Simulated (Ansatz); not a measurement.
Here is an Ansatz input file for C2H7BFN, SMILES CN(C)BF. Write the same calculation for the Python package.

```yaml
crystal:
  periodic: [false, false, false]
  atoms:
    - { symbol: C, position_ang: [-0.7306, 1.0264, 0.251] }
    - { symbol: "N", position_ang: [-0.166, -0.0121, -0.5434] }
    - { symbol: C, position_ang: [-0.3913, -1.2983, 0.1181] }
    - { symbol: B, position_ang: [1.4133, 0.2757, -0.7214] }
    - { symbol: F, position_ang: [2.2116, 0.3601, 0.4154] }
    - { symbol: H, position_ang: [-0.3425, 1.1564, 1.2605] }
    - { symbol: H, position_ang: [-0.6231, 2.0489, -0.2762] }
    - { symbol: H, position_ang: [-1.8341, 0.9125, 0.3244] }
    - { symbol: H, position_ang: [0.0953, -1.2872, 1.1934] }
    - { symbol: H, position_ang: [-1.4422, -1.5173, 0.2454] }
    - { symbol: H, position_ang: [0.0794, -2.1218, -0.4475] }
    - { symbol: H, position_ang: [1.807, 0.4016, -1.7857] }
basis:
  gaussian:
    orbitals: "6-31G*"
hamiltonian:
  xc: pbe0
relax:
  f_tol: 0.01
```

Script `c2h7bfn.py`:
```python
"""Minimum-energy structure of C2H7BFN."""

import itertools

import ansatz as az
from ase import Atoms
from ase.data import atomic_numbers, covalent_radii
import numpy as np

atoms = Atoms(["C", "N", "C", "B", "F", "H", "H", "H", "H", "H", "H", "H"], positions=[
    (-0.7306, 1.0264, 0.251),
    (-0.166, -0.0121, -0.5434),
    (-0.3913, -1.2983, 0.1181),
    (1.4133, 0.2757, -0.7214),
    (2.2116, 0.3601, 0.4154),
    (-0.3425, 1.1564, 1.2605),
    (-0.6231, 2.0489, -0.2762),
    (-1.8341, 0.9125, 0.3244),
    (0.0953, -1.2872, 1.1934),
    (-1.4422, -1.5173, 0.2454),
    (0.0794, -2.1218, -0.4475),
    (1.807, 0.4016, -1.7857),
])
c2h7bfn = az.Crystal.molecule_from_ase(atoms)

base = (
    c2h7bfn.calculation()
    .basis(gaussian="6-31G*")
    .functional("pbe0")
)
symbols = [site.symbol for site in c2h7bfn.cartesian_sites]
start = np.array([site.position_ang for site in c2h7bfn.cartesian_sites], dtype=float)
r = base.relax(force_tolerance=0.01).run().report
end = np.array(r["positions_ang"])

for key in ("converged", "free_energy_ev", "reference_energy_ev", "n_frozen", "n_occupied", "n_virtual"):
    print(f"{key:22s} {r[key]}")

# pairs closer than 1.2 times the sum of covalent radii, before or after
radius = [covalent_radii[atomic_numbers[s]] for s in symbols]
span = lambda where, i, j: np.linalg.norm(where[i] - where[j])
bonded = [(i, j) for i, j in itertools.combinations(range(len(symbols)), 2) if min(span(start, i, j), span(end, i, j)) < 1.2 * (radius[i] + radius[j])]
print("pair        before    after (A)")
for i, j in bonded:
    print(f"{symbols[i]}{i}-{symbols[j]}{j}".ljust(10), f"{span(start, i, j):8.4f} {span(end, i, j):8.4f}")
for first, second in list(itertools.combinations(bonded, 2)):
    shared = set(first) & set(second)
    if shared and symbols[(j := shared.pop())] != "H":
        i, k = sorted((set(first) | set(second)) - {j})
        u, v = end[i] - end[j], end[k] - end[j]
        angle = np.degrees(np.arccos(np.clip(u @ v / np.linalg.norm(u) / np.linalg.norm(v), -1, 1)))
        print(f"final angle {symbols[i]}{i}-{symbols[j]}{j}-{symbols[k]}{k}: {angle:.2f} deg")
with open("c2h7bfn_opt.xyz", "w") as handle:
    handle.write(f"{len(symbols)}\nrelaxed C2H7BFN\n")
    handle.writelines(f"{s:2s} {x:11.6f} {y:11.6f} {z:11.6f}\n" for s, (x, y, z) in zip(symbols, end))
```

```console
$ python c2h7bfn.py
converged              True
free_energy_ev         -7065.773610846494
reference_energy_ev    -7065.773610846494
n_frozen               0
n_occupied             [20, 20]
n_virtual              [69, 69]
pair        before    after (A)
C0-N1        1.4242   1.4462
C0-H5        1.0893   1.0989
C0-H6        1.1554   1.0912
C0-H7        1.1118   1.0989
N1-C2        1.4638   1.4436
N1-B3        1.6151   1.3955
C2-H8        1.1803   1.0992
C2-H9        1.0810   1.0992
C2-H10       1.1044   1.0924
B3-F4        1.3917   1.3418
B3-H11       1.1417   1.1990
final angle N1-C0-H5: 110.94 deg
final angle N1-C0-H6: 109.75 deg
final angle N1-C0-H7: 110.93 deg
final angle C0-N1-C2: 114.67 deg
final angle C0-N1-B3: 122.99 deg
final angle H5-C0-H6: 108.70 deg
final angle H5-C0-H7: 107.75 deg
final angle H6-C0-H7: 108.70 deg
final angle C2-N1-B3: 122.34 deg
final angle N1-C2-H8: 111.10 deg
final angle N1-C2-H9: 111.10 deg
final angle N1-C2-H10: 109.91 deg
final angle N1-B3-F4: 119.95 deg
final angle N1-B3-H11: 121.12 deg
final angle H8-C2-H9: 107.67 deg
final angle H8-C2-H10: 108.49 deg
final angle H9-C2-H10: 108.49 deg
final angle F4-B3-H11: 118.93 deg
```

Notes:
- Total energies depend on the basis set; only differences at equal settings carry meaning.
- The end point is the stationary point reached from this start; no frequency run checks that it is a minimum, and the basis set is modest.
- The whole script took 96 s on 1 thread of Arm Neoverse V1, on a shared host, peak memory 0.25 GiB.

(Lines on the test bed's own set-up are left out of the output.)
